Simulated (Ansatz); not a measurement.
# Zn (Zinc): the cost of one run

Computed with Ansatz 0.2.0 (DFT r2SCAN, scalar-relativistic, plane waves, PAW, unless a step's input says otherwise).

The COD entry's cell or inner coordinates are ideal or old and differ from later refinements, so a difference from it is no clean test against experiment.

### 1 The starting structure

The structure is hexagonal, space group P6_3/mmc (No. 194). The conventional cell has a = 2.670 Å, b = 2.670 Å, c = 4.966 Å, α = 90.00°, β = 90.00°, γ = 120.00°. Around Zn (site symmetry -6m2) lie 12 Zn at 2.67 to 2.92 Å.

Coordinates:

```cif
data_structure
_symmetry_space_group_name_H-M 'P6_3/mmc'
_symmetry_Int_Tables_number 194
_cell_length_a 2.6700
_cell_length_b 2.6700
_cell_length_c 4.9660
_cell_angle_alpha 90.000
_cell_angle_beta 90.000
_cell_angle_gamma 120.000
_cell_volume 30.66
loop_
_atom_site_label
_atom_site_type_symbol
_atom_site_symmetry_multiplicity
_atom_site_Wyckoff_symbol
_atom_site_fract_x
_atom_site_fract_y
_atom_site_fract_z
_atom_site_occupancy
Zn1 Zn 2 c 0.33333 0.66667 0.25000 1
```

Source of the structure: the Crystallography Open Database.

(A quick probe on a coarse mesh, which set the mesh and smearing, is not shown.)

### 3 Full relaxation

input.yaml

```yaml
crystal:
  lattice:
    - [2.67, 0.0, 0.0]
    - [-1.335, 2.3122878281, 0.0]
    - [0.0, 0.0, 4.966]
  atoms:
    - { symbol: Zn, position: [0.3333333333, 0.6666666667, 0.25] }
    - { symbol: Zn, position: [0.6666666667, 0.3333333333, 0.75] }
basis:
  ecutwfc: 500
kpoints:
  mp_grid: { grid: [18, 18, 8] }
hamiltonian:
  xc: r2scan
scf:
  occupations: { method: gaussian, width: 0.1 }
output:
  forces: true
  stress: true
  eigenvalues: true
  write_density: true
  write_potential: true
  elf: true
  volumetric_format: npy
relax:
  adjacent_minimum: "off"
  f_tol: 0.005
  max_steps: 80
  cell: { stress_tol: 0.05 }
```

On the command line:

```
ansatz run input.yaml --threads 1 --pin off --max-ram 2560MiB --backend cpu --events-out ev --progress --plain --runs-dir out
```

What time and memory should one allow on 1 thread of Intel Xeon at 2.50GHz (Skylake/Cascade Lake), shared host?

About 2.6 min, with a peak of 0.49 GiB.
